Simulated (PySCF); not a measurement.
# C8H20O4Si: the cost of one run

The runs use PySCF 2.14.0; levels as typed in each script, gas phase, geometry from GFN2-xTB.

### Step 1. Where the work starts

33 atoms, charge 0, spin multiplicity 1.

Bond lengths: C1–C2 1.521 Å, C1–H14 1.087 Å, C1–H15 1.087 Å, C1–H16 1.087 Å, C2–O3 1.410 Å, C2–H17 1.096 Å, C2–H18 1.095 Å, O3–Si4 1.623 Å, Si4–O5 1.623 Å, Si4–O8 1.623 Å, Si4–O11 1.623 Å, O5–C6 1.410 Å, C6–C7 1.521 Å, C6–H19 1.095 Å, C6–H20 1.096 Å, C7–H21 1.087 Å, C7–H22 1.087 Å, C7–H23 1.087 Å and more. Angles: C2–C1–H14 109.9°, C2–C1–H15 110.0°, C2–C1–H16 110.0°, H14–C1–H15 109.2°, H14–C1–H16 109.2°, H15–C1–H16 108.5°, C1–C2–O3 109.3°, C1–C2–H17 110.4°, C1–C2–H18 110.6°, O3–C2–H17 109.6°, O3–C2–H18 108.8°, H17–C2–H18 108.1°, C2–O3–Si4 127.4°, O3–Si4–O5 106.7°, O3–Si4–O8 106.7°, O3–Si4–O11 115.1°, O5–Si4–O8 115.2°, O5–Si4–O11 106.6° and more.

As a file:

```
C    -2.5678   -2.4434    1.7832
C    -1.7593   -1.9955    0.5750
O    -0.8713   -0.9704    0.9625
Si   -0.0040    0.0005   -0.0062
O     0.8526    0.9815    0.9617
C     1.7570    0.6070    1.9771
C     2.5507    1.8278    2.4167
O     0.8793   -0.9657   -0.9648
C     1.8140   -0.5765   -1.9467
C     2.6172   -1.7918   -2.3851
O    -0.8789    0.9593   -0.9805
C    -1.8015    1.9520   -0.5886
C    -2.5889    2.4154   -1.8047
H    -3.2481   -3.2416    1.4984
H    -3.1419   -1.6090    2.1773
H    -1.9016   -2.8020    2.5630
H    -2.4240   -1.6270   -0.2146
H    -1.1789   -2.8301    0.1680
H     1.1916    0.1911    2.8176
H     2.4296   -0.1723    1.6014
H     3.1029    2.2355    1.5740
H     3.2495    1.5528    3.2022
H     1.8762    2.5936    2.7897
H     2.4777    0.1929   -1.5364
H     1.2754   -0.1427   -2.7958
H     3.3435   -1.5034   -3.1403
H     1.9529   -2.5462   -2.7973
H     3.1391   -2.2200   -1.5333
H    -1.2531    2.7881   -0.1423
H    -2.4769    1.5438    0.1718
H    -3.1269    1.5781   -2.2411
H    -3.3001    3.1842   -1.5146
H    -1.9123    2.8182   -2.5532
```

### Step 2. Density, bond paths and surface potential (B3LYP/6-31g*)

Input file input.py:

```python
import numpy as np
from pyscf import gto, scf, dft
from pyscf.scf import atom_ks, atom_hf
from scipy.linalg import block_diag

def solve(mol, dm0=None, hcore=None):
    mf = (dft.UKS if mol.spin else dft.RKS)(mol, xc='b3lyp')
    mf.grids.level = 3
    mf = mf.density_fit(auxbasis='def2-universal-jkfit')
    mf.conv_tol, mf.max_cycle = 1e-8, 80
    if hcore is not None:
        mf.get_hcore = lambda *args: hcore
    mf.kernel(dm0)
    if not mf.converged:
        mf = mf.newton().run(mf.mo_coeff, mf.mo_occ, max_cycle=30)
    assert mf.converged, 'SCF not converged'
    return mf

mol = gto.M(atom='''
C     -2.56783    -2.44341     1.78319
C     -1.75933    -1.99549     0.57496
O     -0.87135    -0.97038     0.96245
Si    -0.00398     0.00054    -0.00622
O      0.85259     0.98153     0.96175
C      1.75695     0.60698     1.97713
C      2.55068     1.82784     2.41671
O      0.87934    -0.96571    -0.96479
C      1.81400    -0.57650    -1.94673
C      2.61720    -1.79179    -2.38514
O     -0.87886     0.95930    -0.98045
C     -1.80152     1.95203    -0.58863
C     -2.58889     2.41543    -1.80466
H     -3.24806    -3.24162     1.49844
H     -3.14191    -1.60896     2.17729
H     -1.90162    -2.80204     2.56296
H     -2.42402    -1.62697    -0.21458
H     -1.17888    -2.83011     0.16801
H      1.19155     0.19109     2.81755
H      2.42961    -0.17232     1.60135
H      3.10287     2.23553     1.57398
H      3.24946     1.55282     3.20219
H      1.87622     2.59365     2.78972
H      2.47774     0.19286    -1.53635
H      1.27544    -0.14272    -2.79579
H      3.34350    -1.50342    -3.14031
H      1.95287    -2.54624    -2.79729
H      3.13913    -2.22004    -1.53332
H     -1.25312     2.78814    -0.14229
H     -2.47694     1.54381     0.17177
H     -3.12695     1.57809    -2.24109
H     -3.30008     3.18419    -1.51459
H     -1.91233     2.81821    -2.55323
''', basis='6-31g*', charge=0, spin=0, verbose=4)
mf = solve(mol)
mf.analyze()
# spherically averaged free atoms, for the promolecule
atm = atom_ks.get_atm_nrks(mol, xc='b3lyp')
pro = block_diag(*[(atm[a[0]][2] * atm[a[0]][3]) @ atm[a[0]][2].T for a in mol._atom])
np.savez('result.npz', e=mf.e_tot, c=mf.mo_coeff, occ=mf.mo_occ, eps=mf.mo_energy, pro=pro, dip=mf.dip_moment(verbose=0), s2=mf.spin_square()[0])
```

Started as:

```bash
OMP_NUM_THREADS=1 python input.py
```

What time and memory should one allow on 1 thread of Intel Xeon 6975P-C (Granite Rapids), shared host?

About 45 s, with a peak of 1.1 GiB.
